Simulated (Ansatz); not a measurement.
# C₃H₆B₂: small, medium and large basis sets

The task here is to estimate one member of a computed series from the others.

Program: Ansatz 0.2.0, Gaussian basis. Level of theory: one geometry, several basis sets. These are calculated values, not measurements.

The runs, in order: PBE0-D4/def2-SVP; ωB97M-V/def2-SVP; PBE0-D4/def2-QZVPP; ωB97M-V/def2-QZVPP; the functionals' def2-TZVPP values are taken from earlier runs.

**Structure used throughout**

All runs share one geometry, relaxed beforehand with PBE0-D4 in a triple-zeta def2 set.

SMILES `C#CBBC`, 11 atoms, charge 0, spin multiplicity 1.

Atoms are counted from 1 here; the program's logs count them from 0.

Bond lengths: C1–C2 1.210 Å, C1–H6 1.066 Å, C2–B3 1.504 Å, B3–B4 1.657 Å, B3–H7 1.202 Å, B4–C5 1.561 Å, B4–H8 1.207 Å, C5–H9 1.101 Å, C5–H10 1.094 Å, C5–H11 1.091 Å. Angles: C2–C1–H6 179.3°, C1–C2–B3 177.9°, C2–B3–B4 121.8°, C2–B3–H7 117.7°, B4–B3–H7 120.5°, B3–B4–C5 125.8°, B3–B4–H8 117.3°, C5–B4–H8 116.9°, B4–C5–H9 105.4°, B4–C5–H10 112.3°, B4–C5–H11 116.2°, H9–C5–H10 105.0°, H9–C5–H11 107.4°, H10–C5–H11 109.7°.

Coordinates:

```mol
C3H6B2
  3D, bonds by distance, orders not assigned

 11 10  0  0  0  0  0  0  0  0999 V2000
   -1.4392    1.1315    2.3659 C   0  0
   -0.6427    1.1121    1.4548 C   0  0
    0.3221    1.0446    0.3029 B   0  0
    0.0824    0.0218   -0.9780 B   0  0
    0.6554   -1.4239   -1.1103 C   0  0
   -2.1337    1.1591    3.1737 H   0  0
    1.2778    1.7728    0.3318 H   0  0
   -0.5409    0.4502   -1.9180 H   0  0
    1.4892   -1.3442   -1.8255 H   0  0
   -0.0548   -2.1105   -1.5795 H   0  0
    1.0498   -1.8708   -0.1971 H   0  0
  1  2  8  0
  2  3  8  0
  3  4  8  0
  4  5  8  0
  1  6  8  0
  3  7  8  0
  4  8  8  0
  5  9  8  0
  5 10  8  0
  5 11  8  0
M  END
```

The first run:

Input file in.yaml:

```yaml
crystal:
  periodic: [false, false, false]
  atoms:
    - {symbol: C, position_ang: [-1.439248, 1.131494, 2.365872]}
    - {symbol: C, position_ang: [-0.642719, 1.112136, 1.454841]}
    - {symbol: B, position_ang: [0.322101, 1.044630, 0.302850]}
    - {symbol: B, position_ang: [0.082372, 0.021836, -0.977969]}
    - {symbol: C, position_ang: [0.655434, -1.423875, -1.110329]}
    - {symbol: H, position_ang: [-2.133653, 1.159147, 3.173683]}
    - {symbol: H, position_ang: [1.277805, 1.772843, 0.331760]}
    - {symbol: H, position_ang: [-0.540896, 0.450215, -1.918023]}
    - {symbol: H, position_ang: [1.489154, -1.344178, -1.825507]}
    - {symbol: H, position_ang: [-0.054843, -2.110550, -1.579522]}
    - {symbol: H, position_ang: [1.049793, -1.870797, -0.197055]}
basis:
  gaussian: {orbitals: def2-SVP}
hamiltonian: {xc: pbe0, dispersion: d4}
output: {orbitals: {seedname: orbitals}}
```

Launch:

```console
$ ansatz run in.yaml --threads 2 --pin off --events-out ev --progress --plain --max-ram 4352MiB
```

Steps of the session up to this table: PBE0-D4 in def2-SVP; ωB97M-V in def2-SVP; PBE0-D4 in def2-QZVPP; ωB97M-V in def2-QZVPP.

One table of the session follows, with a row left open; its other results are not shown here.

It belongs to the step «Density functionals: the series». 

| functional | basis | HOMO (eV) | LUMO (eV) |
| --- | --- | --- | --- |
| PBE0-D4 | def2-SVP | -7.33 | -1.95 |
| PBE0-D4 | def2-TZVPP | ? | ? |
| PBE0-D4 | def2-QZVPP | -7.41 | -2.07 |
| ωB97M-V | def2-SVP | -9.51 | 0.11 |
| ωB97M-V | def2-TZVPP | -9.60 | -0.07 |
| ωB97M-V | def2-QZVPP | -9.61 | -0.11 |

Estimate the missing values for PBE0-D4, def2-TZVPP.

The run gave: HOMO (eV): -7.40; LUMO (eV): -2.05. In the column «HOMO (eV)» it lies between PBE0-D4, def2-QZVPP (-7.41) and PBE0-D4, def2-SVP (-7.33).
